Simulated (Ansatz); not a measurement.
**SiN2H6O (SMILES N[SiH](N)O): HF/STO-3G**

Aim: the energy change on altering one bond length of SiN2H6O at HF/STO-3G, from 2 runs. 

Program for the calculation: Ansatz 0.2.0.

86 further runs of the same task are left out: 86 set aside as unsound or not needed. Runs told in other sessions of the task aren't counted.

## 1. The system as given

SiN2H6O: 10 atoms, total charge 0, spin state singlet. As SMILES, `N[SiH](N)O`. The shape is that of a PBE0-D4/def2-TZVP optimisation. This is one conformer, not always the lowest.

Bond lengths: N1–Si2 1.713 Å, Si2–N3 1.706 Å, Si2–O4 1.648 Å, N1–H5 1.007 Å, N1–H6 1.007 Å, Si2–H7 1.482 Å, N3–H8 1.007 Å, N3–H9 1.006 Å, O4–H10 0.959 Å. Some angles: N1–Si2–N3 104.7°, N1–Si2–O4 106.6°, N3–Si2–O4 119.3°, N1–Si2–H7 118.9°, N3–Si2–H7 106.1°, O4–Si2–H7 102.2°, Si2–N1–H5 119.8°, Si2–N1–H6 119.6°, Si2–N3–H8 121.6°, Si2–N3–H9 120.9°.

## 2. A single-point energy at HF/STO-3G

job.yaml reads:

```yaml
crystal:
  periodic: [false, false, false]
  atoms:
    - {symbol: "N", position_ang: [-0.775500, 1.215500, -0.137800]}
    - {symbol: Si, position_ang: [0.492300, 0.085700, 0.087100]}
    - {symbol: N, position_ang: [-0.248600, -1.249800, 0.847400]}
    - {symbol: O, position_ang: [1.206700, -0.118300, -1.384200]}
    - {symbol: H, position_ang: [-0.620700, 2.036300, -0.700200]}
    - {symbol: H, position_ang: [-1.413200, 1.405300, 0.618200]}
    - {symbol: H, position_ang: [1.642700, 0.459500, 0.944000]}
    - {symbol: H, position_ang: [-1.123500, -1.625000, 0.519700]}
    - {symbol: H, position_ang: [0.302300, -1.942900, 1.325300]}
    - {symbol: H, position_ang: [0.620800, -0.317400, -2.116600]}
basis:
  gaussian:
    orbitals: STO-3G
hamiltonian:
  xc: hf
accuracy: high
output:
  orbitals: {seedname: orbitals}
```

On the command line:

```sh
$ ansatz run job.yaml --threads 1 --pin off --max-ram 3480MiB --events-out events.jsonl --progress --plain --runs-dir runs
```

The program printed:

```text
Warning: RAYON_NUM_THREADS=1 ignored (pool sized by the plan → 1); use --threads N
Functional definition: HF
  name "HF"
  exchange = exact_x
  correlation = 0
631 factors; integrals over basis functions are off by at most 3.1e-8 eV
mean field evaluation 1: about -12799.6222 eV, gradient 2.5e1 eV
mean field evaluation 2: about -12799.7287 eV, gradient 2.5e1 eV
mean field evaluation 4: about -12801.8218 eV, gradient 9.3e-1 eV
mean field evaluation 8: about -12801.8256 eV, gradient 6.3e-6 eV
mean field -12801.82559637 eV, -470.4584132776 hartree, gradient 1.9e-8 eV, S^2 0.000000; 0 other end points of the search recorded, 0 dependent functions left out
reference -12801.82559637 eV, -470.4584132776 hartree; 21, 21 occupied and 9, 9 virtual orbitals, 631 factors
Total energy: -12801.82559637 eV, -470.4584132776 hartree
```

It took 0.33 s on 1 thread of Arm Neoverse V1, shared host.

## 3. The distorted shape at the same level

run.yaml reads:

```yaml
crystal:
  periodic: [false, false, false]
  atoms:
    - {symbol: N, position_ang: [-0.664382, 1.415795, -0.251828]}
    - {symbol: Si, position_ang: [0.603418, 0.285995, -0.026928]}
    - {symbol: "N", position_ang: [-0.248600, -1.249800, 0.847400]}
    - {symbol: O, position_ang: [1.317818, 0.081995, -1.498228]}
    - {symbol: H, position_ang: [-0.509582, 2.236595, -0.814228]}
    - {symbol: H, position_ang: [-1.302082, 1.605595, 0.504172]}
    - {symbol: H, position_ang: [1.753818, 0.659795, 0.829972]}
    - {symbol: H, position_ang: [-1.123500, -1.625000, 0.519700]}
    - {symbol: H, position_ang: [0.302300, -1.942900, 1.325300]}
    - {symbol: H, position_ang: [0.731918, -0.117105, -2.230628]}
basis:
  gaussian: {orbitals: STO-3G}
output: {orbitals: {seedname: orbitals}}
hamiltonian: {xc: hf}
accuracy: high
```

On the command line:

```sh
$ ansatz run run.yaml --threads 1 --pin off --max-ram 3480MiB --events-out events.jsonl --progress --plain --runs-dir runs
```

The program printed:

```text
Warning: RAYON_NUM_THREADS=1 ignored (pool sized by the plan → 1); use --threads N
[... 4 set-up lines as earlier in the session ...]
621 factors; integrals over basis functions are off by at most 3.1e-8 eV
mean field evaluation 1: about -12798.3682 eV, gradient 2.7e1 eV
mean field evaluation 2: about -12798.4697 eV, gradient 2.7e1 eV
mean field evaluation 4: about -12800.9188 eV, gradient 1.1e0 eV
mean field evaluation 8: about -12800.9244 eV, gradient 2.0e-5 eV
mean field -12800.92436953 eV, -470.4252938019 hartree, gradient 2.4e-8 eV, S^2 0.000000; 0 other end points of the search recorded, 0 dependent functions left out
reference -12800.92436953 eV, -470.4252938019 hartree; 21, 21 occupied and 9, 9 virtual orbitals, 621 factors
Total energy: -12800.92436953 eV, -470.4252938019 hartree
```

Wall time 0.35 s (1 thread of Arm Neoverse V1, shared host).

## 4. Outcome

At HF/STO-3G:

```
                                                          quantity          value
                                         first shape: total energy  -470.45841 Eh
                                          first shape: HOMO energy       -8.29 eV
                                          first shape: LUMO energy       13.51 eV
                                        first shape: HOMO–LUMO gap       21.80 eV
                                     distorted shape: total energy  -470.42529 Eh
                                      distorted shape: HOMO energy       -7.57 eV
                                      distorted shape: LUMO energy       10.94 eV
                                    distorted shape: HOMO–LUMO gap       18.51 eV
energy change with the Si2–N3 bond stretched from 1.706 to 1.962 Å       0.901 eV
```

**Reading.** With the Si2–N3 bond stretched from 1.706 to 1.962 Å the energy rises by 0.90 eV (87.0 kJ/mol). The first shape isn't relaxed at this level, so the change isn't measured from a minimum. The minimal basis adds a large error of its own.
